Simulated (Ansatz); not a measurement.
Working through a short molecular-dynamics run of AlCl₂F, SMILES [F][Al]([Cl])[Cl]

Computed with the Python package of Ansatz (0.2.0).

Notebook, run cell by cell (the value of a cell's last expression is shown):

**Cell 1**
```python
import ansatz as az
import numpy as np
```

**Cell 2**
```python
BASIS = "6-31G*"
FUNCTIONAL = "blyp"
N_STEPS = 30
TEMPERATURE_K = 300
```

**Cell 3**
```python
geometry = (
    az.Crystal.molecule()
    .atom("F", (0.1308, 0.399, 1.8556))
    .atom("Al", (-0.0096, 0.0121, 0.096))
    .atom("Cl", (1.2917, -1.5457, -0.7402))
    .atom("Cl", (-1.3574, 1.0744, -1.2318))
)
```

**Cell 4**
```python
calc = (
    geometry.calculation()
    .basis(gaussian=BASIS)
    .functional(FUNCTIONAL)
)
symbols = [site.symbol for site in geometry.cartesian_sites]
start = np.array([site.position_ang for site in geometry.cartesian_sites], dtype=float)
r = calc.relax(force_tolerance=0.02).run(threads=1).report
end = np.array(r["positions_ang"])
minimum = az.Crystal.molecule()
for symbol, place in zip(symbols, end):
    minimum = minimum.atom(symbol, place.tolist())
```

**Cell 5**
```python
# dynamics from the relaxed geometry
calc = (
    minimum.calculation()
    .basis(gaussian=BASIS)
    .functional(FUNCTIONAL)
    .md("nve", timestep=2.0, steps=N_STEPS, temperature=TEMPERATURE_K, initial_velocities="maxwell_boltzmann", seed=10)
)
frames = []
res = calc.session().plan().execute(on_event=lambda e: frames.append(e["data"]) if e["event"] == "md_step" else None)
print("t (fs)   E_pot (eV)      E_kin (eV)   T (K)   d(0-1) (A)")
for f in frames[::3]:
    xyz = np.array(f["positions_ang"])
    print(f"{f['time_fs']:6.2f} {f['lagrangian_ev']:14.5f} {f['e_kin_ev']:10.5f} {f['temperature_k']:8.1f} {np.linalg.norm(xyz[0] - xyz[1]):9.4f}")
kept = np.array([f["conserved_ev"] for f in frames])
print(f"conserved energy moves by at most {1000 * np.ptp(kept):.3f} meV")
```
Output:
```text
t (fs)   E_pot (eV)      E_kin (eV)   T (K)   d(0-1) (A)
  0.00   -34362.99747    0.07756    300.0    1.6576
  6.00   -34362.97484    0.05523    213.7    1.6668
 12.00   -34362.94165    0.02237     86.5    1.6692
 18.00   -34362.93888    0.01952     75.5    1.6636
 24.00   -34362.95875    0.03916    151.5    1.6564
 30.00   -34362.97052    0.05079    196.5    1.6554
 36.00   -34362.95726    0.03765    145.6    1.6610
 42.00   -34362.93729    0.01799     69.6    1.6652
 48.00   -34362.94774    0.02834    109.6    1.6610
 54.00   -34362.97405    0.05421    209.7    1.6503
 60.00   -34362.96647    0.04671    180.7    1.6428
conserved energy moves by at most 0.653 meV
```

Notes:
- Total energies depend on the basis set; only differences at equal settings carry meaning.
- The trajectory is only some femtoseconds long, so its temperature is not equilibrated; where the script doesn't relax first, it starts from a rough generated geometry.
- The temperature counts the internal degrees of freedom alone.
- Timing: 34 s on 1 thread of Intel(R) Xeon(R) 6975P-C (Granite Rapids) (shared host), peak memory 0.21 GiB.

(Lines on the test bed's own set-up are left out of the output.)
